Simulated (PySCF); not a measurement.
# C6H3FO2: the cost of one run

Computed with PySCF 2.14.0 and routines of our own; the level stands in each step. Atoms count from 0.

## Step 1: The system as given

12 atoms, charge -1, multiplicity 2; geometry from: GFN2-xTB.

## Step 2: Open-shell or spin-flip excitations: unrestricted TDA PBE0/def2-SVPD in toluene

The job: settings as JSON, then the geometry in Å.

```
{"job": {"kind": "uabs", "xc": "PBE0", "basis": "def2-SVPD", "nstates": 10, "tda": true, "solvent": "toluene", "pol": false}, "charge": -1, "multiplicity": 2}
O     -2.683903     0.401587     0.057105
C     -1.444580     0.225641     0.030446
C     -0.494284     1.308080     0.022848
C      0.851251     1.124186    -0.008429
C      1.460157    -0.180801    -0.035826
O      2.701523    -0.351573    -0.063818
C      0.527177    -1.278083    -0.026781
C     -0.812835    -1.072313     0.003394
F     -1.631357    -2.175032     0.009866
H     -0.912388     2.307557     0.043959
H      1.520774     1.976304    -0.013890
H      0.919663    -2.286239    -0.044903
```

Method: unrestricted TDA PBE0/def2-SVPD, vertical, IEF-PCM toluene (non-equilibrium linear response), core orbitals frozen in the response.

Started as:

```sh
$ OMP_NUM_THREADS=1 python excited_run.py task.json out
```

One launch serves the whole session: the jobs run in the order shown.

**Question.** How long does this first job take on 1 thread of Arm Neoverse N1, shared host, and how much memory does it need?

About 94 s, with a peak of 0.75 GiB.
